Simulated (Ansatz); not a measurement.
**C₂H₄BFGe: small, medium and large basis sets**

How large a basis does C₂H₄BFGe need? Two functionals are run in growing sets.

The runs use Ansatz 0.2.0, Gaussian basis; one geometry, several basis sets.

The runs, in order: PBE0-D4/def2-SVP; ωB97M-V/def2-SVP; PBE0-D4/def2-QZVPP; ωB97M-V/def2-QZVPP; the functionals' def2-TZVPP values are taken from earlier runs.

### 1 Structure used throughout

An earlier PBE0-D4 in a triple-zeta def2 set relaxation fixed the geometry.

9 atoms, charge 0, spin multiplicity 1.

Atoms are counted from 1 here; the program's logs count them from 0.

Bond lengths: F1–B2 1.314 Å, B2–C3 1.546 Å, B2–Ge5 2.086 Å, C3–C4 1.354 Å, C3–H6 1.089 Å, C4–Ge5 1.979 Å, C4–H7 1.088 Å, Ge5–H8 1.541 Å, Ge5–H9 1.541 Å. Angles: F1–B2–C3 130.6°, F1–B2–Ge5 140.0°, C3–B2–Ge5 89.4°, B2–C3–C4 102.9°, B2–C3–H6 132.4°, C4–C3–H6 124.7°, C3–C4–Ge5 99.9°, C3–C4–H7 124.8°, Ge5–C4–H7 135.3°, B2–Ge5–C4 67.9°, B2–Ge5–H8 122.9°, B2–Ge5–H9 122.9°, C4–Ge5–H8 114.5°, C4–Ge5–H9 114.5°, H8–Ge5–H9 107.9°.

Coordinates:

```xyz
9
charge 0, multiplicity 1
F    -1.26062   -0.62162   -2.18517
B    -0.59188   -0.29878   -1.10139
C     0.81469    0.31959   -0.93295
C     0.94449    0.41409    0.41199
Ge   -0.80111   -0.33097    0.97389
H     1.57132    0.62911   -1.65243
H     1.81868    0.80951    0.92527
H    -1.70113    0.65854    1.73931
H    -0.70595   -1.62569    1.80438
```

### 2 PBE0-D4 in def2-SVP

in.yaml reads:

```yaml
crystal:
  periodic: [false, false, false]
  atoms:
    - {symbol: F, position_ang: [-1.260618, -0.621617, -2.185170]}
    - {symbol: B, position_ang: [-0.591879, -0.298781, -1.101388]}
    - {symbol: C, position_ang: [0.814694, 0.319593, -0.932948]}
    - {symbol: C, position_ang: [0.944486, 0.414094, 0.411992]}
    - {symbol: Ge, position_ang: [-0.801110, -0.330969, 0.973885]}
    - {symbol: H, position_ang: [1.571322, 0.629115, -1.652434]}
    - {symbol: H, position_ang: [1.818683, 0.809514, 0.925272]}
    - {symbol: H, position_ang: [-1.701131, 0.658541, 1.739315]}
    - {symbol: H, position_ang: [-0.705947, -1.625691, 1.804376]}
basis:
  gaussian: {orbitals: def2-SVP}
hamiltonian: {xc: pbe0, dispersion: d4}
output: {orbitals: {seedname: orbitals}}
```

The runs that follow: ωB97M-V in def2-SVP; PBE0-D4 in def2-QZVPP; ωB97M-V in def2-QZVPP.

**Question.** What will the summary of the whole plan be? Wanted: PBE0-D4: double and triple zeta above quadruple; ωB97M-V: double and triple zeta above quadruple.

**Answer**, as computed:

| quantity | value |
| --- | --- |
| PBE0-D4: double and triple zeta above quadruple | 14.93, 1.50 eV |
| ωB97M-V: double and triple zeta above quadruple | 15.04, 1.45 eV |

**Reading.** For PBE0-D4 the step from double to triple zeta gains 13.43 eV and the next only 1.50 eV. These are total energies; as a rule much of such shifts cancels in differences, which this series doesn't test.
